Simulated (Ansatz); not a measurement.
# Cl− with HF: superposition error and deformation

The task here is to estimate one member of a computed series from the others.

The runs use Ansatz 0.2.0, Gaussian basis; PBE0-D4 structures, single points in def2-TZVPPD.

Levels: PBE-D4, revPBE-D4, BLYP-D4, r2SCAN-D4, B97M-V, PBE0-D4, B3LYP-D4, HSE06-D4, wB97X-V, wB97M-V, B2PLYP, Hartree-Fock, MP2, CCSD, CCSD(T).

Cores are frozen in the correlated methods. B3LYP uses VWN-RPA correlation. B2PLYP carries no dispersion term here.

129 further runs of the same task are left out: 129 set aside as unsound or not needed.

**Starting geometry**

The relaxed pair: 3 atoms, charge -1, spin multiplicity 1.

Atoms are counted from 1 here; the program's logs count them from 0.

Bond lengths: F2–H3 0.983 Å.

Geometry (Å):

| atom | x (Å) | y (Å) | z (Å) |
| --- | --- | --- | --- |
| Cl1 | -0.1412 | -0.0331 | -1.5682 |
| F2 | 0.1143 | 0.0268 | 1.2736 |
| H3 | 0.0269 | 0.0063 | 0.2945 |

Atoms 1 to 1 are fragment A (Cl−), the rest fragment B (HF). From earlier runs, pair energy (eV) and counterpoise interaction (kcal/mol):

| method | E(pair) | interaction |
| --- | --- | --- |
| PBE-D4 | -15252.85119 | -27.39 |
| revPBE-D4 | -15257.41566 | -26.03 |
| BLYP-D4 | -15260.34326 | -25.83 |
| r2SCAN-D4 | -15258.50221 | -27.48 |
| B97M-V | -15256.12197 | -25.54 |
| PBE0-D4 | -15253.76609 | -27.44 |
| B3LYP-D4 | -15261.15754 | -26.45 |
| HSE06-D4 | -15253.43848 | -27.44 |
| wB97X-V | -15257.63632 | -26.34 |
| wB97M-V | -15259.08328 | -25.82 |
| B2PLYP | -15255.58212 | -25.51 |
| Hartree-Fock | -15229.12466 | -22.65 |
| MP2 | -15242.34480 | -24.98 |
| CCSD(T) | -15243.23887 | -24.58 |

First each fragment is run alone in its own basis, frozen in the shape it has in the pair (a, b).

Set-up of the first run:

Input file a/in.yaml:

```yaml
crystal:
  periodic: [false, false, false]
  atoms:
    - {symbol: Cl, position_ang: [-0.141228, -0.033132, -1.568166]}
basis:
  gaussian: {orbitals: "def2-TZVPPD.json"}
total_charge: -1
hamiltonian: {xc: {name: wB97X-V}}
```

Input file b/in.yaml:

```yaml
crystal:
  periodic: [false, false, false]
  atoms:
    - {symbol: F, position_ang: [0.114309, 0.026815, 1.273616]}
    - {symbol: H, position_ang: [0.026920, 0.006316, 0.294550]}
basis:
  gaussian: {orbitals: "def2-TZVPPD.json"}
hamiltonian: {xc: {name: wB97X-V}}
```

The basis file named in the input lies beside it (Basis Set Exchange, JSON).

The same command starts each run, in its folder.

Started as:

```console
$ ansatz run in.yaml --threads 2 --pin off --events-out ev --progress --plain --max-ram 5222MiB
```

Among the steps run: wB97X-V/def2-TZVPPD; wB97M-V/def2-TZVPPD; B2PLYP/def2-TZVPPD; B97M-V/def2-TZVPPD; CCSD(T)/def2-TZVPPD; Relaxing HF alone; PBE-D4/def2-TZVPPD; r2SCAN-D4/def2-TZVPPD; PBE0-D4/def2-TZVPPD; B3LYP-D4/def2-TZVPPD; BLYP-D4/def2-TZVPPD; revPBE-D4/def2-TZVPPD; HSE06-D4/def2-TZVPPD.

One of the session's tables, all rows but one given; the rest of the session is left out.

```
      method  interaction with counterpoise (kcal/mol)
      PBE-D4                                    -27.39
   revPBE-D4                                    -26.03
     BLYP-D4                                    -25.83
   r2SCAN-D4                                    -27.48
      B97M-V                                    -25.54
     PBE0-D4                                    -27.44
    B3LYP-D4                                    -26.45
    HSE06-D4                                    -27.44
     wB97X-V                                    -26.34
     wB97M-V                                    -25.82
      B2PLYP                                    -25.51
Hartree-Fock                                    -22.65
         MP2                                    -24.98
        CCSD                                         ?
     CCSD(T)                                    -24.58
```

**Question.** Estimate the row for CCSD.

The run gave: interaction with counterpoise (kcal/mol): -24.18. In the column «interaction with counterpoise (kcal/mol)» it lies between CCSD(T) (-24.58) and Hartree-Fock (-22.65).
